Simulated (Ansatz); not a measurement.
# What each level of theory costs: a 3×3×3 supercell of SiC (F-43m), atoms displaced at random by about 0.04 Å along each cell vector, on Xeon 6975P-C cores, threads left to the program

Program: Ansatz 0.2.0. No other job shared the machine, and each run was timed once from launch to exit. Hardware: an Intel Xeon 6975P-C node (Granite Rapids, 96 cores, 192 hardware threads, 360 GiB); a node with eight NVIDIA H100 80GB cards and 96 AMD EPYC 7R13 cores; a node with four NVIDIA GB300 Max-Q cards and 144 Grace (Neoverse V2) cores; a node with four NVIDIA GB200 cards and 144 Grace (Neoverse V2) cores. Times and memory are rounded to two significant figures, and ratios are formed from the unrounded values. A row is a single run, so small differences between rows aren't established. System services beside the runs took up to 6 cores (rounded up). Runs with a thread on every core shared the cores with them. Precision is the program's default, which can work at lower precision in parts of a run. Card memory is the largest of readings taken every 0.4 s, so short peaks can be missed, and it isn't given for runs under about 3 s. It shows what a run took, which needn't be the least that it can run in: the program holds more work at once where threads and free memory allow.

The first rung is PBE.

Commands are shown without the flags for output files and display.

The folder soft_1 holds one of the program's own sets of PAW files, generated with PBE and used with every functional where the input names it.

* atoms: 54
* valence electrons: 216
* cell volume: 557.1 Å³
* cutoff (chosen by the program): 420 eV
* k mesh: 3×3×3
* k points solved: 14
* symmetry operations used (translations within a supercell counted): 1
* plane waves at Γ: 10969
* dense FFT grid: 64×64×64
* bands at the start: 162
* spin: none
* first density: superposed atoms

The input file:

```yaml
crystal:
  lattice:
    - [0.000000, 6.530991, 6.530991]
    - [6.530991, 0.000000, 6.530991]
    - [6.530991, 6.530991, 0.000000]
  atoms:
    - { symbol: Si, position: [0.083743, 0.088747, 0.079300] }
    - { symbol: C, position: [0.004298, -0.001122, -0.001133] }
    - { symbol: Si, position: [0.091561, 0.084016, 0.416481] }
    # ... 50 more atoms, left out here ...
    - { symbol: C, position: [0.672035, 0.670223, 0.663527] }
kpoints:
  mp_grid: { grid: [3, 3, 3] }
hamiltonian:
  xc: pbe
  pseudopotentials: { azcp: { folder: soft_1 } }
scf:
  occupations: { method: fixed }
output: { forces: true, stress: true }
```

Command for every rung:

```bash
ansatz run input.yaml --backend cpu
```

Lines that stand in the other rungs' inputs in place of, or beside, those above:

```yaml
# r2SCAN
hamiltonian:
  xc: r2scan
# PBE with spin-orbit coupling
hamiltonian:
  pseudopotentials: { kind: paw_fr, azcp: { folder: soft_1 } }
magnetization: { noncollinear: true, spin_orbit: true }
output: { eigenvalues: true }
# PBE, all-electron LAPW
hamiltonian:
  pseudopotentials: { kind: all_electron, lapw: {} }
# HSE06
hamiltonian:
  xc: hse06
# PBE0
hamiltonian:
  xc: pbe0
```

| level | wall time | SCF clock | outside it | outputs asked | electrons in bands | bands at the start | cutoff (eV) | dense FFT grid | XC grid (× dense grid) | k points | SCF iterations | residual at close (eV) | eigensolver | threads | host memory (GiB) | remarks |
| --- | --- | --- | --- | --- | --- | --- | --- | --- | --- | --- | --- | --- | --- | --- | --- | --- |
| PBE | 1.8 s | 1.5 s | 0.23 s | forces, stress | 216 | 162 | 420 | 64×64×64 | 8 | 14 | 9 | 1e-8 | band CG | 96 | 5.9 | bands 162→136 |
| r2SCAN | 2.8 s | 2.5 s | 0.33 s | forces, stress | 216 | 162 | 500 | 72×72×72 | 64 | 14 | 8 | 2e-7 | band CG | 96 | 9.0 | bands 162→136 |
| PBE with spin-orbit coupling | 15 s | 14 s | 0.42 s | eigenvalues | 216 | 324 | 420 | 64×64×64 | 1 | 14 | 9 | 5e-8 | band CG | 96 | 35 |  |
| PBE0 | 56 s | 55 s | 0.76 s | forces, stress | 216 | 162 | 420 | 64×64×64 | 8 | 14 | 20 |  | Davidson | 96 | 20 | band table 9.0 s; SCF threshold loose for stress (1e-7 against 1.6e-9 eV); exchange threshold loose for stress (1e-6 against 1.6e-7 eV); exchange on 36×36×36 points |
| PBE, all-electron LAPW | 56 s | 56 s | 0.53 s | forces, stress | 486 | 297 | 479 | 72×72×72 |  | 14 | 9 | 1e-7 | Davidson | 96 | 29 |  |

The SCF clock is the program's own. It runs from the start of the first SCF loop to the final result and holds forces, stress, later SCFs and response steps. Outside it lie start-up, exit and the set-up ahead of the first loop, which depends on the cell and the method.

SCF iterations are those that the program logged, summed over all steps and exchange cycles of a run; an SCF made in search of a lower state can go uncounted. A hybrid's count includes the PBE SCF that it starts from. LAPW's cutoff and plane waves are those at the start; the program can enlarge the basis.

«slots a→b»: to fit the memory the program cut the eigensolver solves (one k point and spin each) that it holds at once from a to b, which trades time for memory. «SCF threshold loose for stress (a against b)»: the program warns that its threshold a on the density residual is looser than the b that it advises where a stress is wanted. The warning is on the threshold set and not on the residual reached, which can lie below it; a run set to the advised value can need more iterations. «exchange threshold loose for stress (a against b)»: the same warning for the energy threshold of a hybrid's exchange loop, again on the value set and not on the value reached. «bands a→b»: once the levels showed a gap the program dropped high empty bands and went on with b of the a at the start. «exchange on a×b×c points»: exact exchange forms its pair densities on this grid and not on the dense one, without the augmentation charges, which are treated apart. «closing search a s»: at the SCF's close the program searches for levels that the SCF missed, which took a s of the SCF clock (told where that is 15 % of it or more). «band table a s»: behind the SCF the program solved its bands further for a band table, asked for or not, which took a s of the SCF clock (told where that is 5 % of it or more). «card a of b GiB» or «host a of b GiB»: the run took three quarters or more of a card's memory (or the program reckoned to fill 85 % of what was free), or 60 % or more of the host memory that it had. The program fits its work to the free memory, so such a run may be limited by memory even where its log doesn't say so. Rows whose remarks tell of memory aren't like for like with rows without.

The machines don't compute alike at the default precision: the logs show emulated matrix products on GB200 and GB300, and some doubles held as pairs of floats on GB300.

The rungs don't all ask for the same outputs, so their times differ by more than the level of theory.

The program sets the grid for exchange-correlation by functional and task; the column gives its points per point of the dense FFT grid (LAPW has grids of its own).

The residual is the density residual (dr2) at which the first SCF closed; hybrids, which run several SCFs, have none listed. The eigensolver is the one reported for the main SCF.

At its default thresholds the program warns of the stress for hybrids alone, so a rung without the warning needn't be the more tightly converged one. The first rung closed at 1e-8 eV, above the 5.4e-9 eV that the program advises for its stress (1e-10 eV an atom; for hybrids it counts 16 atoms at most).

On cards the PAW terms of the exact-exchange stress are formed on the host, whole or in part, so cards needn't shorten that step.

The PAW files were made with PBE; for other functionals the program regenerates the frozen cores at set-up.

The stress takes 12 s of the 56 s of PBE0.

The first rung takes only 1.8 s, 1.5 s of it on the SCF clock, in a single run. That is too short to divide by, since fixed costs and noise weigh heavily on it, so no ratios to it are given. The cost of one level against another in a larger system can differ much from what these times suggest.

The same inputs on other machines (1 × H100: ansatz run input.yaml --backend cuda --devices 1; 1 × GB300: ansatz run input.yaml --backend cuda --devices 1; 1 × GB200: ansatz run input.yaml --backend cuda --devices 1). Wall time, with the SCF clock in brackets, then large parts of it, card memory and remarks (warnings on the input's settings that the first machine's log also gives are left out). A blank cell is a run that wasn't made, didn't finish or can't be compared:

| level | 1 × H100 | 1 × GB300 | 1 × GB200 |
| --- | --- | --- | --- |
| HSE06 | 28 s (24 s; 59 GiB; stress 12 s; band table 2.3 s) | 38 s (36 s; 61 GiB; stress 9.7 s; band table 3.1 s) | 22 s (19 s; 61 GiB; stress 9.1 s; band table 2.0 s) |
| PBE | 2.3 s (0.72 s) | 2.0 s (0.90 s) | 1.5 s (0.47 s) |
| PBE with spin-orbit coupling | 4.0 s (2.3 s; 39 GiB) | 5.9 s (4.9 s; 41 GiB; closing search 2.3 s) | 2.8 s (1.7 s) |
| PBE, all-electron LAPW | 28 s (26 s; 47 GiB; card 47 of 80 GiB; slots 14→13) | 51 s (49 s; 80 GiB) | 24 s (23 s; 80 GiB) |
| PBE0 | 28 s (25 s; 59 GiB; stress 12 s; band table 2.3 s) | 39 s (36 s; 61 GiB; stress 9.7 s; band table 3.0 s) | 21 s (19 s; 61 GiB; stress 9.1 s; band table 1.9 s) |
| r2SCAN | 3.0 s (1.3 s; 15 GiB) | 2.7 s (1.6 s) | 1.8 s (0.84 s) |

On some of these machines the first rung is short, so ratios to it would be rough.

The program's choice of threads differs by rung: 48 or 96 on 1 × H100, 72 or 144 on 1 × GB300, 72 or 144 on 1 × GB200.

How long does HSE06 take on Xeon 6975P-C cores, threads left to the program?

54 s, against 1.8 s for the first rung, at a cutoff of 420 eV, in 19 SCF iterations against 9; peak host memory 20 GiB. Of the wall time 53 s is on the SCF clock and 0.80 s outside. On the SCF clock alone it is 53 s against 1.5 s. The stress takes 11 s. It made 2 exchange cycles. Remarks: band table 8.1 s; SCF threshold loose for stress (1e-7 against 1.6e-9 eV); exchange threshold loose for stress (1e-6 against 1.6e-7 eV); exchange on 36×36×36 points. Its eigensolver is Davidson, against band CG.
